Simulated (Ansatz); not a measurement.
# FH3O2Si: up Jacob's ladder to CCSD(T)

Aim: compute FH3O2Si with functionals from several rungs and with coupled cluster. The yardstick is the atomisation energy at the CCSD(T) limit.

Method: functionals in def2-TZVPP, the program's frozen cores in correlated methods; program: Ansatz 0.2.0, Gaussian basis.

Plan: LDA (SPW92), PBE-D4, revPBE-D4, BLYP-D4, r2SCAN-D4, B97M-V, PBE0-D4, B3LYP-D4, r2SCANh-D4, r2SCAN0-D4, HSE06-D4, BHLYP-D4, CAM-B3LYP-D4, LC-ωPBE, ωB97X-V, ωB97M-V, B2PLYP, PBE-QIDH; CCSD(T)/def2-SVP; CCSD(T)/def2-TZVPP; CCSD(T)/def2-QZVPP; extrapolation to the limit; RPA on PBE.

## Step 1: The geometry

All runs share one geometry, relaxed beforehand with PBE0-D4 in a triple-zeta def2 set.

SMILES `O[SiH](O)F`, 7 atoms, charge 0, spin multiplicity 1.

Atoms are counted from 1 here; the program's logs count them from 0.

Bond lengths: O1–Si2 1.630 Å, O1–H5 0.958 Å, Si2–O3 1.619 Å, Si2–F4 1.595 Å, Si2–H6 1.469 Å, O3–H7 0.959 Å. Angles: Si2–O1–H5 118.6°, O1–Si2–O3 108.7°, O1–Si2–F4 107.7°, O1–Si2–H6 114.3°, O3–Si2–F4 111.7°, O3–Si2–H6 107.5°, F4–Si2–H6 107.0°, Si2–O3–H7 118.7°.

## Step 2: LDA

This LDA is Slater exchange with PW92 correlation.

Input file in.yaml:

```yaml
crystal:
  periodic: [false, false, false]
  atoms:
    - {symbol: O, position_ang: [-0.161784, 0.466473, -1.268363]}
    - {symbol: Si, position_ang: [-0.169538, -0.308687, 0.165146]}
    - {symbol: O, position_ang: [1.328656, -0.281040, 0.778147]}
    - {symbol: F, position_ang: [-1.210617, 0.437415, 1.115612]}
    - {symbol: H, position_ang: [-0.987957, 0.815894, -1.604595]}
    - {symbol: H, position_ang: [-0.589012, -1.714177, 0.089972]}
    - {symbol: H, position_ang: [1.851552, 0.516122, 0.678280]}
basis:
  gaussian: {orbitals: def2-TZVPP}
hamiltonian: {xc: lda}
output: {orbitals: {seedname: orbitals}}
```

Launch:

```sh
ansatz run in.yaml --threads 2 --pin off --events-out ev --progress --plain --max-ram 31744MiB --backend cpu
```

The runs that follow: PBE-D4 (GGA); revPBE-D4 (GGA); BLYP-D4 (GGA); r2SCAN-D4 (meta-GGA); B97M-V (meta-GGA); B3LYP-D4 (hybrid); r2SCANh-D4 (hybrid); r2SCAN0-D4 (hybrid); HSE06-D4 (hybrid); BHLYP-D4 (hybrid); CAM-B3LYP-D4 (range-separated); LC-ωPBE (range-separated); ωB97X-V (range-separated); ωB97M-V (range-separated); B2PLYP (double hybrid); PBE-QIDH (double hybrid); CCSD(T) in def2-SVP; CCSD(T) in def2-TZVPP; CCSD(T) in def2-QZVPP; RPA on PBE orbitals.

**Question.** What will the summary of the whole plan be? Wanted: atomisation energy, CCSD(T)/CBS; farthest beyond LDA; mean size of error, GGA; mean size of error, meta-GGA; mean size of error, hybrid; mean size of error, range-separated; mean size of error, double hybrid; gap, smallest and largest; T1 diagnostic.

**Answer**, as computed:

| quantity | value |
| --- | --- |
| atomisation energy, CCSD(T)/CBS | 677.8 kcal/mol |
| functionals within 3.4 kcal/mol (0.5 %) | PBE-D4 |
| farthest beyond LDA | BHLYP-D4 (-36.2 kcal/mol) |
| mean size of error, GGA | 11.6 kcal/mol |
| mean size of error, meta-GGA | 7.7 kcal/mol |
| mean size of error, hybrid | 20.4 kcal/mol |
| mean size of error, range-separated | 6.8 kcal/mol |
| mean size of error, double hybrid | 15.4 kcal/mol |
| gap, smallest and largest | 7.60 eV (BLYP-D4), 15.34 eV (LC-ωPBE) |
| T1 diagnostic | 0.0114 |
| triples share of the correlation energy | 3.1 % |

**Reading.** LDA overbinds by 91.7 kcal/mol (14 %). PBE-D4 is off by -2.5 kcal/mol. Double hybrids carry the basis error of their MP2 part in triple zeta, and no dispersion term here, so their miss is partly the set-up's. By mean error the best rung here is range-separated (6.8 kcal/mol) and the worst beyond LDA is hybrid (20.4 kcal/mol). The gap between the best rungs is small, so their order is not settled. The mean of the hybrids holds BHLYP, with half exact exchange. Misses under about 3.4 kcal/mol are within the doubt on the reference itself, which lacks core-valence correlation, relativity and higher excitations. Hartree-Fock recovers 71 % of the binding; the rest is correlation. CCSD(T) in def2-SVP is off by -65.8 kcal/mol, more than most functionals: a good method in a small basis is no reference. The gap grows from 7.6 to 15.3 eV across the functionals, mostly with the share of exact exchange.
